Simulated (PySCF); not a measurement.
**SnH4 (SMILES [SnH4]), step by step**

We compute a series of 16 runs (PBE0-D4/def2-TZVP, CCSD(T)/def2-TZVPP, RI-MP2/def2-QZVPP, PBE-D4/def2-TZVPP, r2SCAN-D4/def2-TZVPP, B3LYP-D4/def2-TZVPP, PBE0-D4/def2-TZVPP, wB97M-V/def2-TZVPP, and more) of H4Sn. The job is set up through a Python script.

Program for the calculation: PySCF 2.14.0.

1 further run of the same task is left out (for a faulty analytic Hessian).

## Step 1: The structure to begin with

SnH4: 5 atoms, total charge 0, spin state singlet. SMILES: `[SnH4]`. All atoms were displaced at random from a relaxed shape. The run starts from this shape.

Bond lengths: Sn1–H2 1.691 Å, Sn1–H3 1.746 Å, Sn1–H4 1.674 Å, Sn1–H5 1.688 Å. Angles: H2–Sn1–H3 107.1°, H2–Sn1–H4 112.4°, H2–Sn1–H5 106.5°, H3–Sn1–H4 111.0°, H3–Sn1–H5 109.1°, H4–Sn1–H5 110.5°.

## Step 2: A geometry optimisation at PBE0-D4/def2-TZVP (density fitting with def2-universal-jkfit, core potential) (run 1)

The input, input.xyz:

```xyz
5

Sn     0.005739    -0.012914    -0.032255
H      0.815835    -0.808990     1.221137
H     -1.573798     0.421732     0.571697
H     -0.115921    -0.953114    -1.411859
H      0.880814     1.394400    -0.352298
```

The input, input.py:

```python
from pyscf import gto, dft
from pyscf.geomopt.geometric_solver import kernel as optimise

molecule = gto.M(
    atom='input.xyz',
    ecp={'Sn': 'def2-svp'},
    max_memory=1860,
    basis='def2-tzvp',
    verbose=3,
    spin=0,
)

mf = dft.RKS(molecule)
mf.xc = 'pbe0'
mf = mf.density_fit(auxbasis='def2-universal-jkfit')
mf.grids.level = 4
mf.max_cycle = 100
mf.conv_tol = 1e-09
mf.disp = 'd4'
converged, mol_eq = optimise(mf, maxsteps=100)
print('converged:', converged)
print(mol_eq.tostring())

mf.reset(mol_eq)
molecule = mol_eq
mf.kernel()
e_final = mf.e_tot
print('E(%s) = %.9f' % ('PBE0', e_final))
```

Run with:

```
$ OMP_NUM_THREADS=1 python input.py
```

What it wrote:

```text
maxiter                   100
----------------------------------------------------------
Custom engine selected.
Bonds will be generated from interatomic distances less than 1.20 times sum of covalent radii
15 internal coordinates being used (instead of 15 Cartesians)
Internal coordinate system (atoms numbered from 1):
Distance 1-2
Distance 1-3
Distance 1-4
Distance 1-5
Angle 2-1-3
Angle 2-1-4
Angle 2-1-5
Angle 3-1-4
Angle 3-1-5
Angle 4-1-5
Translation-X 1-5
Translation-Y 1-5
Translation-Z 1-5
Rotation-A 1-5
Rotation-B 1-5
Rotation-C 1-5
> ===== Optimization Info: ====
> Job type: Energy minimization
> Maximum number of optimization cycles: 100
> Initial / maximum trust radius (Angstrom): 0.100 / 0.300
> Convergence Criteria:
> Will converge when all 5 criteria are reached:
>  |Delta-E| < 1.00e-06
>  RMS-Grad  < 3.00e-04
>  Max-Grad  < 4.50e-04
>  RMS-Disp  < 1.20e-03
>  Max-Disp  < 1.80e-03
> === End Optimization Info ===

[... 9 lines left out ...]
WARN: Mole.unit (angstrom) is changed to Bohr
[... 1 line left out ...]
converged SCF energy = -216.665214794398
[... 9 lines left out ...]
Step    0 : Gradient = 1.033e-02/1.772e-02 (rms/max) Energy = -216.6652147944
[... 10 lines left out ...]
converged SCF energy = -216.666090644598
[... 20 lines left out ...]
converged SCF energy = -216.666279512915
[... 20 lines left out ...]
converged SCF energy = -216.666301435709
[... 20 lines left out ...]
converged SCF energy = -216.666302737519
[... 20 lines left out ...]
converged SCF energy = -216.666302836501
[... 11 lines left out ...]
Converged! =D
[... 1 line left out ...]
converged: True
Sn          0.00257131        0.00831710       -0.00067596
H           0.81984414       -0.85391533        1.22061586
H          -1.55819091        0.42181313        0.54341725
H          -0.12134661       -0.96211094       -1.39568389
H           0.86982785        1.42719170       -0.37164640
converged SCF energy = -216.666302836501
E(PBE0) = -216.666302837
```

It took 31 s on 1 thread of Arm Neoverse V2, shared host; peak memory 0.75 GiB.

Steps, from the record of the run:

```
step  energy from the first frame kept (eV)  largest force (eV/Å)
   0                                 0.0000                0.9110
   1                                -0.0238                0.2923
   2                                -0.0290                0.0594
   3                                -0.0296                0.0200
   4                                -0.0296                0.0061
   5                                -0.0296                0.0015
```

After the run. Bond lengths: Sn1–H2 1.704 Å, Sn1–H3 1.704 Å, Sn1–H4 1.704 Å, Sn1–H5 1.704 Å. Angles: H2–Sn1–H3 109.5°, H2–Sn1–H4 109.5°, H2–Sn1–H5 109.5°, H3–Sn1–H4 109.5°, H3–Sn1–H5 109.5°, H4–Sn1–H5 109.5°.

## Step 3: The energy at CCSD(T)/def2-TZVPP (core potential) (run 3)

The input, job.py:

```python
# [SnH4]
from pyscf import gto, scf, cc

molecule = gto.Mole()
molecule.atom = '''
Sn   0.002571   0.008317  -0.000676
H    0.819844  -0.853915   1.220616
H   -1.558191   0.421813   0.543417
H   -0.121347  -0.962111  -1.395684
H    0.869828   1.427192  -0.371646
'''
molecule.verbose = 3
molecule.spin = 0
molecule.ecp = {'Sn': 'def2-svp'}
molecule.basis = 'def2-tzvpp'
molecule.max_memory = 1860
molecule.build()

myscf = scf.RHF(molecule)
myscf.conv_tol = 1e-10
myscf.kernel()
if not myscf.converged:
    myscf = myscf.newton().run(myscf.mo_coeff, myscf.mo_occ)

mycc = cc.CCSD(myscf, frozen=4)
mycc.kernel()
e_t = mycc.ccsd_t()
e_final = mycc.e_tot + e_t
print(f'total energy: {e_final:.8f} hartree')
```

Run with:

```
$ OMP_NUM_THREADS=1 python job.py
```

What it wrote:

```text
converged SCF energy = -215.644332749965
E(CCSD) = -216.0126333676622  E_corr = -0.3683006176968928
CCSD(T) correction = -0.00846252741427251
total energy: -216.02109590 hartree
```

Wall time 43 s (1 thread of Arm Neoverse V2, shared host); peak memory 0.75 GiB.

Runs 4 to 6 aren't shown in full; the table further down has their settings and results.

## Step 4: A single-point energy at B3LYP-D4/def2-TZVPP (core potential) (run 7)

The input, job.py:

```python
from pyscf import gto, dft

system = gto.M(
    atom='''
Sn   0.002571   0.008317  -0.000676
H    0.819844  -0.853915   1.220616
H   -1.558191   0.421813   0.543417
H   -0.121347  -0.962111  -1.395684
H    0.869828   1.427192  -0.371646
''',
    basis='def2-tzvpp',
    max_memory=1860,
    verbose=3,
    ecp={'Sn': 'def2-svp'},
    spin=0,
)

calc0 = dft.RKS(system)
calc0.xc = 'b3lyp'
calc0.disp = 'd4'
calc0.conv_tol = 1e-10
calc0.grids.level = 5
calc0.kernel()
if not calc0.converged:
    calc0 = calc0.newton().run(calc0.mo_coeff, calc0.mo_occ)

e_tot = calc0.e_tot
print('E(%s) = %.9f' % ('B3LYP', e_tot))
```

Run with:

```
$ OMP_NUM_THREADS=1 python job.py
```

What it wrote:

```text
converged SCF energy = -216.751158517263
E(B3LYP) = -216.751158517
```

Wall time 9.9 s (1 thread of Arm Neoverse V2, shared host); peak memory 0.53 GiB.

Runs 8 to 16 aren't shown in full; the table further down has their settings and results.

## Step 5: The doublet cation: the energy at U-wB97M-V/def2-TZVPP (core potential) (run 17)

The input, calc.py:

```python
from pyscf import gto, dft

molecule = gto.M(
    atom=[
    ('Sn', (0.002571, 0.008317, -0.000676)),
    ('H', (0.819844, -0.853915, 1.220616)),
    ('H', (-1.558191, 0.421813, 0.543417)),
    ('H', (-0.121347, -0.962111, -1.395684)),
    ('H', (0.869828, 1.427192, -0.371646)),
],
    verbose=3,
    charge=1,
    ecp={'Sn': 'def2-svp'},
    spin=1,
    max_memory=1860,
    basis='def2-tzvpp',
)

mf = dft.UKS(molecule, xc='wb97m-v')
mf.grids.level = 5
mf.nlcgrids.level = 1
mf.conv_tol = 1e-10
mf.kernel()
if not mf.converged:
    mf = mf.newton().run(mf.mo_coeff, mf.mo_occ)

energy = mf.e_tot
print('E = %.10f Eh' % energy)
```

Run with:

```
$ OMP_NUM_THREADS=1 python calc.py
```

What it wrote:

```text
converged SCF energy = -216.169476689878  <S^2> = 0.76257551  2S+1 = 2.0125362
E = -216.1694766899 Eh
```

Run time: 2 min. Hardware: 1 thread of Arm Neoverse V2, shared host; peak memory 0.6 GiB.

## Step 6: Overview of the runs

```
run                                                                          level      task  integral approximation  partner   energy (Eh)  dipole moment (D) of the reference  HOMO energy (eV)  LUMO energy (eV)  wall time
  1  PBE0-D4/def2-TZVP (density fitting with def2-universal-jkfit, core potential)  optimise    def2-universal-jkfit     base   -216.666303                                0.00             -9.16              0.68       31 s
  3                                            CCSD(T)/def2-TZVPP (core potential)    energy                    none     base   -216.021096                                0.00            -12.18              2.87       43 s
  4  RI-MP2/def2-QZVPP (density fitting with def2-universal-jkfit, core potential)    energy    def2-universal-jkfit     base   -216.206188                                0.00            -12.18              2.28      2.4 s
  5                                             PBE-D4/def2-TZVPP (core potential)    energy                    none     base   -216.650415                                0.00             -7.93             -0.29       11 s
  6                                          r2SCAN-D4/def2-TZVPP (core potential)    energy                    none     base   -216.742663                                0.00             -8.25              0.10       22 s
  7                                           B3LYP-D4/def2-TZVPP (core potential)    energy                    none     base   -216.751159                                0.00             -8.98              0.31      9.9 s
  8                                            PBE0-D4/def2-TZVPP (core potential)    energy                    none     base   -216.666978                                0.00             -9.16              0.69      9.6 s
  9                                            wB97M-V/def2-TZVPP (core potential)    energy                    none     base   -216.598528                                0.00            -11.38              2.03       41 s
 10                                             B2PLYP/def2-TZVPP (core potential)    energy                    none     base   -216.448139                                0.00            -10.28              1.57       11 s
 11                                              SVWN5/def2-TZVPP (core potential)    energy                    none     base   -216.284559                                0.00             -7.98             -0.46      7.2 s
 12                                             M06-2X/def2-TZVPP (core potential)    energy                    none     base   -216.581716                                0.00            -10.24              1.23       23 s
 13                                                                      HF/STO-3G    energy                    none     base  -5965.611507                                0.00            -10.24             12.79      0.7 s
 14                                            UPBE-D4/def2-TZVPP (core potential)    energy                    none   cation   -216.238154                                   –            -14.57            -14.51       64 s
 15                                          UB3LYP-D4/def2-TZVPP (core potential)    energy                    none   cation   -216.326873                                   –            -15.40            -14.08       29 s
 16                                           UPBE0-D4/def2-TZVPP (core potential)    energy                    none   cation   -216.244134                                   –            -15.54            -13.84       31 s
 17                                          U-wB97M-V/def2-TZVPP (core potential)    energy                    none   cation   -216.169477                                   –            -17.70            -12.01      2 min
```

## Step 7: Outcome

| quantity | value |
| --- | --- |
| doublet cation, run 17: total energy | -216.16948 Eh |
| doublet cation, run 17: HOMO energy (highest over α and β) | -17.70 eV |
| doublet cation, run 17: LUMO energy (lowest over α and β) | -12.01 eV |
| doublet cation, run 17: ⟨S²⟩ | 0.763 |
| vertical ionisation energy (to the doublet cation), PBE-D4/def2-TZVPP | 11.218 eV |
| vertical ionisation energy (to the doublet cation), B3LYP-D4/def2-TZVPP | 11.545 eV |
| vertical ionisation energy (to the doublet cation), PBE0-D4/def2-TZVPP | 11.506 eV |
| vertical ionisation energy (to the doublet cation), wB97M-V/def2-TZVPP | 11.675 eV |

**Reading.** At PBE-D4/def2-TZVPP: the vertical ionisation energy comes to 11.22 eV (1082 kJ/mol). The negative HOMO energy of the first species, 7.93 eV, lies 3.29 eV below that difference. At B3LYP-D4/def2-TZVPP: the vertical ionisation energy comes to 11.55 eV (1114 kJ/mol). The negative HOMO energy of the first species, 8.98 eV, lies 2.57 eV below that difference. At PBE0-D4/def2-TZVPP: removing an electron at fixed nuclei costs 11.51 eV (1110 kJ/mol). The negative HOMO energy of the first species, 9.16 eV, lies 2.35 eV below that difference. Totals of different functionals can't be ranked against each other. Some runs of one species differ in core potentials or relativity; totals across that change don't compare. In run 13 the basis is minimal, so the values are rough. In run 13 relativity is left out where basis or elements ask for it. All runs together took 7.5 min, the longest 2 min.
